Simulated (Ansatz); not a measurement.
**C2H7In: a barrier at many levels of theory**

How high is the barrier of this step (In1–C4 formed, C2–H3 formed, In1–C2 broken, H3–C4 broken), and how far do cheaper methods land from CCSD(T)?

Computed with Ansatz 0.2.0, Gaussian basis. Level: single points in def2-TZVPP on PBE0-D4/def2-TZVP structures.

Levels: SPW92, PBE-D4, BLYP-D4, r2SCAN-D4, B97M-V, PBE0-D4, B3LYP-D4, r2SCAN0-D4, BHLYP-D4, CAM-B3LYP-D4, wB97X-V, wB97M-V, B2PLYP, PBE-QIDH, RPA on PBE, Hartree-Fock, MP2, CCSD, CCSD(T). The reference is CCSD(T) at the basis limit, from triple and quadruple zeta. Zero-point energies come from PBE0-D4 vibrations.

Cores are frozen in the correlated methods. Filled d shells of the heavier atoms are correlated. Core potentials replace the inner electrons past krypton, and spin-orbit coupling is left out. B3LYP uses VWN-RPA correlation. B2PLYP carries no dispersion term here.

80 further runs of the same task are left out: 80 set aside as unsound or not needed.

## Step 1: The three structures

Charge 0, multiplicity 1. The folders r, ts and p hold the start, the saddle and the end; their coordinates stand in the first inputs.

```
  pair  r (Å)  ts (Å)  p (Å)
In1–C4  3.626   2.524  2.241
 C2–H3  3.015   1.461  1.090
In1–C2  2.241   2.524  3.624
 H3–C4  1.090   1.460  3.012
```

## Step 2: SPW92/def2-TZVPP

Input file r/in.yaml:

```yaml
crystal:
  periodic: [false, false, false]
  atoms:
    - {symbol: In, position_ang: [1.773542, 0.585053, 1.239345]}
    - {symbol: C, position_ang: [1.086007, 1.518284, -0.678055]}
    - {symbol: H, position_ang: [-1.019336, -0.580698, -0.174029]}
    - {symbol: C, position_ang: [-1.149166, -1.428988, 0.498310]}
    - {symbol: H, position_ang: [0.081074, 1.943618, -0.577868]}
    - {symbol: H, position_ang: [1.758375, 2.327178, -0.984982]}
    - {symbol: H, position_ang: [1.057565, 0.784189, -1.491121]}
    - {symbol: H, position_ang: [-0.314435, -2.121637, 0.384743]}
    - {symbol: H, position_ang: [-1.196228, -1.083073, 1.531704]}
    - {symbol: H, position_ang: [-2.077499, -1.943830, 0.252153]}
basis:
  gaussian: {orbitals: def2-TZVPP}
hamiltonian: {xc: lda}
```

Input file ts/in.yaml:

```yaml
crystal:
  periodic: [false, false, false]
  atoms:
    - {symbol: In, position_ang: [1.208240, 0.203438, 1.536021]}
    - {symbol: C, position_ang: [0.557828, 1.148919, -0.711657]}
    - {symbol: H, position_ang: [-0.019894, -0.001418, -0.021538]}
    - {symbol: C, position_ang: [-0.674633, -1.168012, 0.564304]}
    - {symbol: H, position_ang: [0.366072, 2.175141, -0.382611]}
    - {symbol: H, position_ang: [1.553562, 1.118356, -1.165209]}
    - {symbol: H, position_ang: [-0.161543, 0.931693, -1.510754]}
    - {symbol: H, position_ang: [-0.175956, -2.141834, 0.599041]}
    - {symbol: H, position_ang: [-1.347386, -1.100295, 1.425017]}
    - {symbol: H, position_ang: [-1.306389, -1.165887, -0.332414]}
basis:
  gaussian: {orbitals: def2-TZVPP}
hamiltonian: {xc: lda}
```

Input file p/in.yaml:

```yaml
crystal:
  periodic: [false, false, false]
  atoms:
    - {symbol: In, position_ang: [0.826946, -0.146285, 2.075984]}
    - {symbol: C, position_ang: [0.578929, 1.335586, -1.221389]}
    - {symbol: H, position_ang: [-0.002164, 0.420673, -1.103984]}
    - {symbol: C, position_ang: [-0.724602, -1.460599, 1.134704]}
    - {symbol: H, position_ang: [0.202615, 2.102249, -0.543120]}
    - {symbol: H, position_ang: [1.629705, 1.141113, -1.002996]}
    - {symbol: H, position_ang: [0.487529, 1.690226, -2.247855]}
    - {symbol: H, position_ang: [-0.325581, -1.985265, 0.259185]}
    - {symbol: H, position_ang: [-1.079507, -2.218599, 1.842049]}
    - {symbol: H, position_ang: [-1.593969, -0.878999, 0.807623]}
basis:
  gaussian: {orbitals: def2-TZVPP}
hamiltonian: {xc: lda}
```

Each run has its own folder and the same command.

On the command line:

```
ansatz run in.yaml --threads 4 --pin off --events-out ev --progress --plain --max-ram 9574MiB
```

After this run come: PBE-D4/def2-TZVPP; BLYP-D4/def2-TZVPP; r2SCAN-D4/def2-TZVPP; B97M-V/def2-TZVPP; PBE0-D4/def2-TZVPP; B3LYP-D4/def2-TZVPP; r2SCAN0-D4/def2-TZVPP; BHLYP-D4/def2-TZVPP; CAM-B3LYP-D4/def2-TZVPP; wB97X-V/def2-TZVPP; wB97M-V/def2-TZVPP; B2PLYP/def2-TZVPP; PBE-QIDH/def2-TZVPP; RPA on PBE/def2-TZVPP; CCSD(T)/def2-TZVPP; MP2/def2-QZVPP; SPW92/def2-SVP; PBE-D4/def2-SVP; PBE0-D4/def2-SVP; wB97M-V/def2-SVP; CCSD(T)/def2-SVP; Vibrations of the start structure; Vibrations of the end structure.

Q: Predict the outcome of this session. Wanted: barrier, CCSD(T)/CBS; reverse barrier, CCSD(T)/CBS; step energy, CCSD(T)/CBS; barrier with zero-point energy; step energy with zero-point energy; imaginary mode at the saddle; largest T1 diagnostic.

The runs gave:

| quantity | value |
| --- | --- |
| barrier, CCSD(T)/CBS | 173.4 kJ/mol |
| reverse barrier, CCSD(T)/CBS | 173.4 kJ/mol |
| step energy, CCSD(T)/CBS | 0.0 kJ/mol |
| barrier with zero-point energy | 164.7 kJ/mol |
| step energy with zero-point energy | 0.0 kJ/mol |
| imaginary mode at the saddle | 1595i cm⁻¹ |
| largest T1 diagnostic | 0.014 |

**Reading.** B3LYP-D4 is the best functional here (+1.0 kJ/mol from CCSD(T)/CBS); SPW92 is the worst (-63.3 kJ/mol). Mean unsigned error by rung: LDA 63.3, GGA 20.4, meta-GGA 12.9, hybrid 11.1, range-separated hybrid 5.5, double hybrid 2.8 kJ/mol. PBE-D4 gives a barrier 30.2 kJ/mol too low, outside chemical accuracy (1 kcal/mol, 4.2 kJ/mol). Every functional without exact exchange puts the barrier too low, the usual mark of self-interaction error, which favours the spread-out density of a saddle. The barrier rises with the share of exact exchange, from BLYP-D4 through B3LYP-D4 to BHLYP-D4 (-10.6, +1.0, +22.5 kJ/mol). Hartree-Fock, with no correlation, is off by +75.2 kJ/mol. Zero-point motion lowers the barrier by 8.7 kJ/mol.
